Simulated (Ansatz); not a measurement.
Runs of Ansatz 0.2.0 on NiMoIrPdW. Symmetry: P3m1, No. 156, trigonal system. The conventional cell has a = 2.766 Å, b = 2.766 Å, c = 11.023 Å, α = 90.00°, β = 90.00°, γ = 120.00°. Ni (site symmetry 3m) is surrounded by 3 Mo at 2.60 Å and 3 Pd at 2.71 Å and 6 Ni at 2.77 Å. Mo (site symmetry 3m) is surrounded by 3 Ni at 2.60 Å and 6 Mo at 2.77 Å and 3 Ir at 2.82 Å. Around Pd (site symmetry 3m) lie 3 Ni at 2.71 Å and 3 W at 2.74 Å and 6 Pd at 2.77 Å. Ir (site symmetry 3m) is surrounded by 3 W at 2.74 Å and 6 Ir at 2.77 Å and 3 Mo at 2.82 Å. W (site symmetry 3m) is surrounded by 3 Pd at 2.74 Å and 3 Ir at 2.74 Å and 6 W at 2.77 Å. The cell was built by a generator and needn't be a form met in nature.

```tsv
task	level	spin	cell	k mesh	cutoff (eV)	points for each segment of the path	gap on the mesh (eV)	pressure (GPa)	moment (μB)	relaxed volume (Å³/atom)	largest force (eV/Å)
relaxation of cell and atoms	LDA	collinear, ferromagnetic start	relaxed	8 × 8 × 2	420	-	none	0.0	0.00	13.81	-
band structure	BLYP	collinear, ferromagnetic start	as given	11 × 11 × 3	420	14	none	11.4	0.00	-	(a)
relaxation of cell and atoms	RPBE	collinear, ferromagnetic start	relaxed	8 × 8 × 2	420	-	none	0.0	0.00	14.88	-
relaxation of cell and atoms	BLYP	collinear, ferromagnetic start	relaxed	8 × 8 × 2	420	-	none	0.0	0.00	15.32	-
band structure	RPBE	collinear, ferromagnetic start	as given	11 × 11 × 3	420	14	none	(b)	0.00	-	0.18
band structure	r2SCAN	non-collinear, ferromagnetic start, SOC	as given	8 × 8 × 2	500	14	none	-4.9	0.46	-	0.05
relaxation of cell and atoms	PBEsol	collinear, ferromagnetic start	relaxed	8 × 8 × 2	420	-	none	0.0	0.00	14.11	0.01
band structure	PBEsol	collinear, ferromagnetic start	as given	11 × 11 × 3	420	14	none	-9.0	0.00	-	0.17
```

Alike in all rows: potentials or basis Ansatz PAW; smearing fermi-dirac 0.05 eV.

**Question.** Fill in the values left out.

**Answer.** (a) 0.25; (b) 4.2.

Caveats: the PAW data sets come from PBE, with cores solved anew for the run's functional, which leaves a small shift of forces and pressure; the starting moments weren't kept (some runs); the plane-wave basis is chosen anew once the cell has moved, so the energies of steps on either side of that aren't comparable (some runs); spin-orbit coupling is left out, which moves the levels of the heavy elements (some runs); the magnetic or orbital state may not be the lowest (some runs).

A k mesh can miss the band edges, and rows without SOC leave out spin-orbit coupling on Ir, Mo, Pd, W.

A gap of «none» marks a metal or a gap under the smearing width.

Runs at the PBE level aren't shown here.
